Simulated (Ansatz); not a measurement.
CH3NOSSi, SMILES N=C1S[SiH]1O: vertical spin-state energies, run with the Python package of Ansatz (0.2.0).

The script reads `ch3nossi.xyz`:
```text
8

N     0.27130    1.56490    1.39670
C     0.14800    0.46570    0.81300
S    -0.28790   -0.99150    1.47340
Si    0.43110   -0.25350   -0.75420
O    -0.95590   -0.81700   -1.62440
H     0.48830    2.36880    0.73140
H     1.56770   -1.11510   -1.01200
H    -1.57030   -1.27930   -1.07960
```

Script `run_spin.py`:
```python
"""Gap between spin states of CH3NOSSi at one geometry."""

import ansatz as az

BASIS = "cc-pVDZ"
FUNCTIONAL = "CAM-B3LYP"


def main() -> None:
    geometry = az.Crystal.molecule_from_extxyz("ch3nossi.xyz")

    calculation = geometry.calculation()
    calculation = calculation.basis(gaussian=BASIS).functional(FUNCTIONAL)
    found = {}
    for unpaired in [0, 2]:
        report = calculation.spin("collinear", total=unpaired).run().report
        s = unpaired / 2
        found[unpaired] = report["free_energy_ev"]
        print(f"2S+1 = {unpaired + 1}: E = {found[unpaired]:.5f} eV, <S^2> = {abs(report['mean_field']['state']['spin_squared']):.3f} (pure state {s * (s + 1):.2f})")
    lowest = min(found, key=found.get)
    for unpaired, e in found.items():
        print(f"multiplicity {unpaired + 1}: {96.485332 * (e - found[lowest]):.1f} kJ/mol above the lowest")


if __name__ == "__main__":
    main()
```

Which spin state is lowest at this geometry, and how far above lie the others?

In order: multiplicity 1 (+0.00 eV) and multiplicity 3 (+2.21 eV), all at the one geometry.

What the script printed:

Output of `python run_spin.py`:
```text
2S+1 = 1: E = -23332.88993 eV, <S^2> = 0.000 (pure state 0.00)
2S+1 = 3: E = -23330.67598 eV, <S^2> = 2.026 (pure state 2.00)
multiplicity 1: 0.0 kJ/mol above the lowest
multiplicity 3: 213.6 kJ/mol above the lowest
```

What to keep in mind:
- Total energies depend on the basis set; only differences at equal settings carry meaning.
- The geometry is a force-field or estimated start, not a minimum of this method, and the basis set is short of its limit. All parts are taken at fixed geometry, without zero-point energy.
- Wall time of the script: 17 s on 1 thread of Intel(R) Xeon(R) Processor @ 2.30GHz (shared host), peak memory 0.4 GiB.
